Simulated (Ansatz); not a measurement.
Br, space group Pm-3m: a test of the smearing width, run with Ansatz 0.2.0, Python API.

Contents of `POSCAR_br`:
```text
Br
1.0
   4.59764038    0.00000000    0.00000000
   0.00000000    4.59764038    0.00000000
   0.00000000    0.00000000    4.59764038
Br
3
Direct
   0.50000000    0.00000000    0.00000000
   0.00000000    0.50000000    0.00000000
   0.00000000    0.00000000    0.50000000
```

Script `smear.py`:
```python
"""Smearing width test for Br."""

import csv
import warnings

import ansatz as az
from ase.io import read

warnings.simplefilter("ignore", az.DeckWarning)

atoms = read("POSCAR_br", format="vasp")
xtal = az.Crystal.from_ase(atoms)

job = xtal.calculation().functional(az.Functional.R2SCAN, dispersion="D4").kpoints(5, 5, 5).band_table()

rows = []
for value in [0.25, 0.15, 0.1, 0.05, 0.025]:
    r = job.occupations("fermi_dirac", width=value).run(threads=1, pin="off").report
    rows.append((value, r["free_energy_ev"] / len(r["lattice"]["sites"]), r["n_iterations"], r["gap_by_band_count_ev"], r["n_kpoints"]))

with open("smear.csv", "w", newline="") as handle:
    writer = csv.writer(handle)
    writer.writerow(["width (eV)", "F/atom (eV)", "iterations", "gap by band count (eV)", "k-points"])
    writer.writerows([round(v, 5) if isinstance(v, float) else v for v in row] for row in rows)

# the last row is the reference
for row in rows[:-1]:
    shift = 1000 * (row[1] - rows[-1][1])
    print(f"{row[0]}: {shift:+.2f} meV/atom" + ("  (within 2 meV)" if abs(shift) < 2 else ""))
```

From its runs, with one value withheld:

| width (eV) | F less the first row (meV/atom) |
| --- | --- |
| 0.025 | 0.00 |
| 0.05 | ? |
| 0.1 | -32.04 |
| 0.15 | -70.26 |
| 0.25 | -173.78 |

What is the missing value at a width of 0.05 eV?

For this scheme F falls about as the square of the width where the density of states is smooth. A straight line through the rows shown, against the width squared, has slope -2767.3 meV/eV² and intercept -2.87 meV, which gives -9.78 meV at 0.05 eV. The run gave -6.37 meV, a miss of 3.41 meV.

The cell holds an odd number of electrons and is run without spin, so a magnetic state may lie lower. Dispersion corrections can be off by several per cent in the lattices of metals, and by several GPa in the pressure at a fixed cell. For a metal this k-point mesh is coarse: on a finer one energies can move by several to tens of meV an atom and pressures by half a GPa or more, differences at one mesh by less. The narrowest width needs the finest mesh, so the last row is no converged reference. This isn't the structure that Br takes at ambient conditions.
